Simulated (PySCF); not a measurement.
# [Sm(NH2)4]−: other functionals and bases at one geometry

How far do other levels of theory move the description of [Sm(NH2)4]−, and what does each cost? The species was built from a template and needn't be a known compound.

Computed with PySCF 2.14.0. Level: several levels, as the steps say, no spin–orbit coupling.

1 further run of the same task is left out (for a known fault of the program).

## (1) The system as given

13 atoms, charge -1, spin multiplicity 1.

Bond lengths: Sm1–N2 2.307 Å, Sm1–N5 2.307 Å, Sm1–N8 2.307 Å, Sm1–N11 2.307 Å, N2–H3 1.020 Å, N2–H4 1.022 Å, N5–H6 1.022 Å, N5–H7 1.020 Å, N8–H9 1.022 Å, N8–H10 1.020 Å, N11–H12 1.020 Å, N11–H13 1.022 Å. Angles: N2–Sm1–N5 111.0°, N2–Sm1–N8 106.5°, N2–Sm1–N11 111.0°, N5–Sm1–N8 111.0°, N5–Sm1–N11 106.5°, N8–Sm1–N11 111.0°, Sm1–N2–H3 130.7°, Sm1–N2–H4 123.9°, H3–N2–H4 105.2°, Sm1–N5–H6 123.9°, Sm1–N5–H7 130.7°, H6–N5–H7 105.2°, Sm1–N8–H9 123.9°, Sm1–N8–H10 130.7°, H9–N8–H10 105.2°, Sm1–N11–H12 130.7°, Sm1–N11–H13 123.9°, H12–N11–H13 105.2°.

Geometry (Å):

```csv
atom,x (Å),y (Å),z (Å)
Sm1,0.0000,0.0000,0.0000
N2,1.3807,1.2537,1.3574
H3,1.3409,1.4366,2.3603
H4,2.2445,1.6964,1.0376
N5,-1.3808,-1.3573,1.2537
H6,-2.2448,-1.0377,1.6962
H7,-1.3405,-2.3604,1.4368
N8,1.3807,-1.2537,-1.3574
H9,2.2445,-1.6964,-1.0376
H10,1.3409,-1.4366,-2.3603
N11,-1.3808,1.3573,-1.2537
H12,-1.3405,2.3604,-1.4368
H13,-2.2448,1.0377,-1.6962
```

Formal oxidation states: Sm +3. Each metal's 5 4f electrons lie in its core potential, so multiplicities, spins and levels count the valence alone. An earlier session relaxed this geometry at PBE0, Sm lcecp-1-SVP with ECP51, N def2-SVP, H def2-SVP (singlet, point group S4).

At PBE0 on the finer grid: E = -258.239178 Eh, HOMO -1.14 eV, LUMO 3.76 eV, Mulliken charge on Sm1 +0.67 e, largest force component 0.012 eV/Å. 

Levels to run: r2SCAN; BP86; PBE0, TZVP. Hardware: 2 threads of Arm Neoverse V2, shared host.

## (2) r2SCAN

File run.py (the lines that set the calculation):

```python
mol = gto.M(atom='''
Sm     0.00000     0.00000     0.00000
N      1.38073     1.25372     1.35735
H      1.34087     1.43665     2.36027
H      2.24455     1.69644     1.03765
N     -1.38080    -1.35732     1.25369
H     -2.24481    -1.03774     1.69618
H     -1.34054    -2.36042     1.43685
N      1.38073    -1.25372    -1.35735
H      2.24455    -1.69644    -1.03765
H      1.34087    -1.43665    -2.36027
N     -1.38080     1.35732    -1.25369
H     -1.34054     2.36042    -1.43685
H     -2.24481     1.03774    -1.69618''',
    basis={'Sm': 'lcecp-1-SVP', 'N': 'def2-SVP', 'H': 'def2-SVP'},
    ecp={'Sm': 'lcecp-1-SVP'},
    charge=-1, spin=0)
mf = dft.RKS(mol, xc='R2SCAN')
mf.grids.atom_grid = (75, 302)  # f atoms: unpruned, at least (60, 302)
mf = mf.density_fit()  # fitting sets: Sm AutoAux, N def2-universal-JKFIT, H def2-universal-JKFIT
mf.conv_tol = 1e-08; mf.max_cycle = 55
mf.kernel(dm0)  # dm0: the density of the relaxed state
```

Launch:

```sh
$ OMP_NUM_THREADS=2 python run.py
```

Output:

```text
init E= -258.391794903124
  HOMO = -0.00164905351059617  LUMO = 0.135734971019051  gap/eV = 3.73841
cycle= 1 E= -258.392865759805  delta_E= -0.00107  |g|= 0.0158  |ddm|= 0.12
  HOMO = -0.00276031221485854  LUMO = 0.135469912786064  gap/eV = 3.76144
cycle= 2 E= -258.392780401408  delta_E= 8.54e-05  |g|= 0.0235  |ddm|= 0.0566
  HOMO = -0.00181085832718884  LUMO = 0.135416182985693  gap/eV = 3.73414
cycle= 3 E= -258.392940087602  delta_E= -0.00016  |g|= 0.00515  |ddm|= 0.029
  HOMO = -0.00230485560523223  LUMO = 0.135258095026362  gap/eV = 3.74328
cycle= 4 E= -258.392946265798  delta_E= -6.18e-06  |g|= 0.000445  |ddm|= 0.00679
  HOMO = -0.00226232114657131  LUMO = 0.13527456971368  gap/eV = 3.74257
cycle= 5 E= -258.392946328865  delta_E= -6.31e-08  |g|= 3.79e-05  |ddm|= 0.000614
  HOMO = -0.00225888407688408  LUMO = 0.135274910515154  gap/eV = 3.74249
cycle= 6 E= -258.392946329364  delta_E= -4.99e-10  |g|= 7.05e-06  |ddm|= 8.9e-05
  HOMO = -0.00226031249100269  LUMO = 0.135273997670136  gap/eV = 3.74250
Extra cycle  E= -258.392946329373  delta_E= -9.55e-12  |g|= 6e-06  |ddm|= 2.56e-05
converged SCF energy = -258.392946329373
```

It took 13 s on 2 threads of Arm Neoverse V2, shared host.

It gives: E = -258.392946 Eh, HOMO -0.06 eV, LUMO 3.68 eV, Mulliken charge on Sm1 +0.61 e, largest force component 0.101 eV/Å. 

## (3) BP86

Changes to run.py (the lines that set the calculation) since step 2:

```diff
@@ -17,3 +17,3 @@
     charge=-1, spin=0)
-mf = dft.RKS(mol, xc='R2SCAN')
+mf = dft.RKS(mol, xc='B88,P86')
 mf.grids.atom_grid = (75, 302)  # f atoms: unpruned, at least (60, 302)
```

Launch:

```sh
$ OMP_NUM_THREADS=2 python run.py
```

Output:

```text
init E= -258.576503745553
  HOMO = 0.00860184644109494  LUMO = 0.122018050896074  gap/eV = 3.08621
cycle= 1 E= -258.579641802861  delta_E= -0.00314  |g|= 0.0635  |ddm|= 0.33
  HOMO = -0.00147462016296014  LUMO = 0.119277132669097  gap/eV = 3.28582
cycle= 2 E= -258.575804175119  delta_E= 0.00384  |g|= 0.139  |ddm|= 0.228
  HOMO = 0.00498179113027382  LUMO = 0.119952451862591  gap/eV = 3.12851
cycle= 3 E= -258.580871883513  delta_E= -0.00507  |g|= 0.0145  |ddm|= 0.135
  HOMO = 0.00371868973082933  LUMO = 0.119443848643506  gap/eV = 3.14904
cycle= 4 E= -258.580940014567  delta_E= -6.81e-05  |g|= 0.00197  |ddm|= 0.0294
  HOMO = 0.00391868161874901  LUMO = 0.119511063334233  gap/eV = 3.14543
cycle= 5 E= -258.580940940073  delta_E= -9.26e-07  |g|= 0.000125  |ddm|= 0.00225
  HOMO = 0.00392906090233311  LUMO = 0.119512906051362  gap/eV = 3.14520
cycle= 6 E= -258.580940944304  delta_E= -4.23e-09  |g|= 2.49e-05  |ddm|= 0.000217
  HOMO = 0.00392219666378863  LUMO = 0.119510108523212  gap/eV = 3.14531
Extra cycle  E= -258.580940943727  delta_E= 5.76e-10  |g|= 5.55e-05  |ddm|= 7.73e-05
converged SCF energy = -258.580940943727
```

Run time: 8.5 s. Hardware: 2 threads of Arm Neoverse V2, shared host.

Result: E = -258.580941 Eh, HOMO 0.11 eV, LUMO 3.25 eV, Mulliken charge on Sm1 +0.40 e, largest force component 0.462 eV/Å. The highest filled level lies above zero; it isn't the detachment energy.

## (4) PBE0, TZVP

Basis: Sm lcecp-1-TZVP with ECP51, N def2-TZVP, H def2-TZVP. 

Changes to run.py (the lines that set the calculation) since step 3:

```diff
@@ -14,6 +14,6 @@
 H     -2.24481     1.03774    -1.69618''',
-    basis={'Sm': 'lcecp-1-SVP', 'N': 'def2-SVP', 'H': 'def2-SVP'},
-    ecp={'Sm': 'lcecp-1-SVP'},
+    basis={'Sm': 'lcecp-1-TZVP', 'N': 'def2-TZVP', 'H': 'def2-TZVP'},
+    ecp={'Sm': 'lcecp-1-TZVP'},
     charge=-1, spin=0)
-mf = dft.RKS(mol, xc='B88,P86')
+mf = dft.RKS(mol, xc='PBE0')
 mf.grids.atom_grid = (75, 302)  # f atoms: unpruned, at least (60, 302)
@@ -21,2 +21,2 @@
 mf.conv_tol = 1e-08; mf.max_cycle = 55
-mf.kernel(dm0)  # dm0: the density of the relaxed state
+mf.kernel(dm0)  # dm0: free metal ions and neutral atoms
```

Launch:

```sh
$ OMP_NUM_THREADS=2 python run.py
```

Output:

```text
init E= -264.569625845646
  HOMO = -0.010728645539029  LUMO = 0.111091590897308  gap/eV = 3.31490
cycle= 1 E= -258.283476760485  delta_E= 6.29  |g|= 1.18  |ddm|= 2.83
  HOMO = -0.139379918433769  LUMO = 0.124360641068867  gap/eV = 7.17675
cycle= 2 E= -258.102218345193  delta_E= 0.181  |g|= 1.41  |ddm|=  1.4
  HOMO = -0.0299511054588353  LUMO = 0.13608087122047  gap/eV = 4.51796
cycle= 3 E= -258.498867212838  delta_E= -0.397  |g|= 0.237  |ddm|= 0.989
  HOMO = -0.0581979944702737  LUMO = 0.128464547005761  gap/eV = 5.07935
cycle= 4 E= -258.510414869732  delta_E= -0.0115  |g|= 0.0604  |ddm|= 0.291
  HOMO = -0.0536074652452221  LUMO = 0.130683483071463  gap/eV = 5.01481
cycle= 5 E= -258.511536684997  delta_E= -0.00112  |g|= 0.00667  |ddm|= 0.0963
  HOMO = -0.0534485387852726  LUMO = 0.130733318285381  gap/eV = 5.01184
cycle= 6 E= -258.511548774715  delta_E= -1.21e-05  |g|= 0.000675  |ddm|= 0.00995
  HOMO = -0.0534118908868942  LUMO = 0.130763178767873  gap/eV = 5.01166
cycle= 7 E= -258.511548903267  delta_E= -1.29e-07  |g|= 0.000161  |ddm|= 0.00107
  HOMO = -0.0534191106234702  LUMO = 0.130761024062673  gap/eV = 5.01180
cycle= 8 E= -258.511548909292  delta_E= -6.02e-09  |g|= 0.000119  |ddm|= 0.000276
  HOMO = -0.0534265726499711  LUMO = 0.130761092732948  gap/eV = 5.01200
cycle= 9 E= -258.511548912225  delta_E= -2.93e-09  |g|= 3.18e-05  |ddm|= 9.82e-05
  HOMO = -0.0534209726153822  LUMO = 0.130761784832533  gap/eV = 5.01187
Extra cycle  E= -258.511548911913  delta_E= 3.11e-10  |g|= 5e-05  |ddm|= 5.57e-05
converged SCF energy = -258.511548911913
```

Run time: 33 s. Hardware: 2 threads of Arm Neoverse V2, shared host.

It gives: E = -258.511549 Eh, HOMO -1.45 eV, LUMO 3.56 eV, Mulliken charge on Sm1 +1.46 e, largest force component 0.325 eV/Å. 

## (5) Results

| level | state | HOMO (eV) | gap (eV) | charge on Sm1 (e) | dipole (D) | largest force (eV/Å) | basis functions | time |
| --- | --- | --- | --- | --- | --- | --- | --- | --- |
| PBE0 (relaxed here) | singlet | -1.14 | 4.91 | 0.67 | 0.00 | 0.01 | 129 | 29 s |
| r2SCAN | singlet | -0.06 | 3.74 | 0.61 | 0.00 | 0.10 | 129 | 13 s |
| BP86 | singlet | 0.11 | 3.15 | 0.40 | 0.00 | 0.46 | 129 | 8.5 s |
| PBE0, TZVP | singlet | -1.45 | 5.01 | 1.46 | 0.00 | 0.32 | 219 | 33 s |

Times are on 2 threads of Arm Neoverse V2, shared host; the first row also made further properties. The dipole of a charged species depends on the origin, so these sizes hold for this origin alone.

In one basis the HOMO–LUMO gap runs from 3.15 eV (BP86) to 4.91 eV (PBE0). The largest leftover force, 0.46 eV/Å with BP86, stands at a geometry relaxed at another level. The Mulliken charge on Sm spans +0.40 to +1.46 e over the levels. With 4f in the core, its levels are missing from HOMO and gap. Total energies of different levels can't be compared. Spin–orbit coupling is left out throughout.
